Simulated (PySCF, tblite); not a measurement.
**C₈H₉FO: geometry, infrared bands and NMR shifts**

Aim: predict the infrared bands and NMR shifts of C₈H₉FO (`COc1ccc(CF)cc1`).

The runs use tblite 0.8.0 and PySCF 2.14.0, with density-fitted response routines of our own; the level of theory stands in each step. All values are computed, except where a source is named. Atoms count from 0, in the outputs and in this text.

### 1 The starting structure

19 atoms, charge 0, multiplicity 1; geometry from: force field or distance geometry start.

Bonds of the start (Å): C0–O1 1.41, O1–C2 1.38, C2–C3 1.39, C3–C4 1.40, C4–C5 1.39, C5–C6 1.51, C6–F7 1.37, C5–C8 1.39, C8–C9 1.41, C9–C2 1.39, C0–H10 1.09, C0–H11 1.10, C0–H12 1.10, C3–H13 1.09, C4–H14 1.08, C6–H15 1.08, C6–H16 1.10, C8–H17 1.08, C9–H18 1.09.

### 2 Optimising the geometry with GFN2-xTB

What the job is given:

```
{"job": {"kind": "relax", "xc": "GFN2-xTB", "basis": "xTB"}, "charge": 0, "multiplicity": 1}
C     -3.338400     0.493100     0.102100
O     -2.445800    -0.327000    -0.625300
C     -1.105700    -0.214500    -0.299800
C     -0.265500    -1.035700    -1.043100
C      1.114200    -1.024800    -0.810000
C      1.662100    -0.165000     0.138000
C      3.153800    -0.141800     0.368300
F      3.549300     0.744800     1.338300
C      0.816900     0.665300     0.873000
C     -0.574600     0.645200     0.656700
H     -3.148300     1.554400    -0.083900
H     -4.360100     0.277800    -0.259200
H     -3.329300     0.270900     1.184200
H     -0.678700    -1.714800    -1.783900
H      1.749200    -1.673900    -1.400200
H      3.667400     0.134900    -0.539100
H      3.494600    -1.132500     0.691500
H      1.219100     1.338600     1.622000
H     -1.189900     1.314300     1.251100
```

Started as:

```
$ OMP_NUM_THREADS=1 python probes_run.py task.json out
```

One launch serves the whole session: the jobs run in the order shown.

**Question.** This job is followed by: GFN2-xTB harmonic vibrations, gas phase; GIAO PBE0/pcSseg-1 NMR shielding, non-relativistic, gas phase. What will the session give for the following? strongest single infrared mode (GFN2-xTB); zero-point energy (GFN2-xTB); ¹³C shifts against TMS (PBE0/pcSseg-1, means over atoms taken as alike); ¹H shifts against TMS (PBE0/pcSseg-1, means over atoms taken as alike); ¹⁷O shifts against H2O (PBE0/pcSseg-1); ¹⁹F shifts against CFCl3 (PBE0/pcSseg-1).

**Answer**, as computed:

```
                                                               quantity                                       value
                              strongest single infrared mode (GFN2-xTB)                       1265 cm⁻¹, 126 km/mol
                                           zero-point energy (GFN2-xTB)                               93.1 kcal/mol
¹³C shifts against TMS (PBE0/pcSseg-1, means over atoms taken as alike)  165.9, 135.1, 128.9, 118.1, 86.9, 55.8 ppm
 ¹H shifts against TMS (PBE0/pcSseg-1, means over atoms taken as alike)                  7.48, 7.07, 5.92, 3.93 ppm
                                 ¹⁷O shifts against H2O (PBE0/pcSseg-1)                                   103.9 ppm
                               ¹⁹F shifts against CFCl3 (PBE0/pcSseg-1)                                  -266.0 ppm
```

In words: Relaxing lowered the energy by 0.075 eV in 15 steps; the close pair that moved most is C8–C9, from 1.408 to 1.386 Å. The lowest mode is slightly imaginary (10i cm⁻¹), a soft motion within the noise of the Hessian, so the minimum is not strictly shown. The strongest single mode, at 1265 cm⁻¹, has its largest shares on C2, C5, O1 and C9 (the list is cut at 4 atoms). Unscaled tight-binding wavenumbers are off by several per cent, some by more. Its intensities can rank the bands wrongly. At PBE0/pcSseg-1: The widest tensor belongs to C4, C8: span 227 ppm, with a paramagnetic part of -194 ppm. NICS(1)zz of -27 ppm above the planar ring from C2 marks a diatropic (aromatic) ring current.
